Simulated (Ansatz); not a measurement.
# ScCu2, space group I4/mmm: a test of the smearing width

Program: Ansatz 0.2.0 through its Python package.

The script reads `sccu2.cif`:
```cif
data_ScCu2
_cell_length_a 4.763980
_cell_length_b 4.763980
_cell_length_c 4.763980
_cell_angle_alpha 139.78093
_cell_angle_beta 139.78093
_cell_angle_gamma 58.18607
_symmetry_space_group_name_H-M 'P 1'
_symmetry_Int_Tables_number 1
loop_
_symmetry_equiv_pos_as_xyz
'x, y, z'
loop_
_atom_site_label
_atom_site_type_symbol
_atom_site_fract_x
_atom_site_fract_y
_atom_site_fract_z
Sc1 Sc    0.000000    0.000000    0.000000
Cu2 Cu    0.673845    0.673845    0.000000
Cu3 Cu    0.326155    0.326155    0.000000
```

Run as a notebook:

In [1]:
```python
import warnings

import ansatz as az
from ase.io import read
import matplotlib.pyplot as plt
```

In [2]:
```python
KMESH = (14, 14, 14)
FUNCTIONAL = "pbesol"
```

In [3]:
```python
warnings.simplefilter("ignore", az.DeckWarning)
```

In [4]:
```python
atoms = read("sccu2.cif")
crystal = az.Crystal.from_ase(atoms)
```

In [5]:
```python
crystal.resolved().tree()["lattice"]
```
Out [5]:
```text
((4.76398, 0.0, 0.0), (2.511391175808657, 4.048261330802449, 0.0),
 (-3.637685355000162, -2.024130535805509, 2.31638646871308))
```

In [6]:
```python
model = (
    crystal.calculation()
    .kpoints(*KMESH)
    .basis(19 * az.Ha)
    .functional(FUNCTIONAL)
    .forces()
    .stress()
)
```

In [7]:
```python
rows = []
for value in [0.3, 0.2, 0.1, 0.05]:
    summary = model.occupations("fermi_dirac", width=value).run(threads=1).report
    rows.append((value, summary["free_energy_ev"] / len(summary["lattice"]["sites"]), summary["n_iterations"], sum(summary["stress_gpa"][i][i] for i in range(3)) / 3, max(abs(f) for row in summary["forces_ev_ang"] for f in row), summary["n_kpoints"]))
```

In [8]:
```python
print("  width (eV)   F/atom (eV)    iterations       P (GPa)  max component (eV/A)      k-points")
for row in rows:
    print(f"{str(row[0]):>12s}  {row[1]:12.5f}  {row[2]:12d}  {row[3]:12.3f}  {row[4]:20.4f}  {row[5]:12d}")
```
```text
  width (eV)   F/atom (eV)    iterations       P (GPa)  max component (eV/A)      k-points
         0.3   -5096.61829             7        -2.130                0.0823           244
         0.2   -5096.58409             7        -2.516                0.0530           244
         0.1   -5096.56455             7        -2.718                0.0300           244
        0.05   -5096.55953             7        -2.766                0.0215           244
```

In [9]:
```python
# differences from the last row
for row in rows[:-1]:
    shift = 1000 * (row[1] - rows[-1][1])
    print(f"{row[0]}: {shift:+.2f} meV/atom" + ("  (within 5 meV)" if abs(shift) < 5 else ""))
plt.figure(figsize=(4.5, 3))
plt.plot([str(row[0]) for row in rows], [1000 * (row[1] - rows[-1][1]) for row in rows], "o-")
plt.xlabel("width (eV)")
plt.ylabel("F - F(last) (meV/atom)")
plt.tight_layout()
plt.savefig("smear.png", dpi=100)
```
```text
0.3: -58.76 meV/atom
0.2: -24.56 meV/atom
0.1: -5.03 meV/atom
```

Going from 0.05 to 0.3 eV changes F by -58.8 meV an atom. With this scheme F falls roughly as the square of the width; the report's estimate for zero width (energy_sigma0_ev) moves by only +3.6 meV. The pressure moves from -2.77 to -2.13 GPa.

Caveats:
- A Fermi-Dirac width this large means warm electrons, whose thermal share enters the free energy.
- The narrowest width needs the finest mesh, so the last row is no converged reference.
- Pressure is positive in compression.
- The structure comes from a database of computed cells and needn't be a stable or known phase.
- Wall time of the script: 78 s on 1 thread of Arm Neoverse V1 (shared host), peak memory 0.74 GiB.
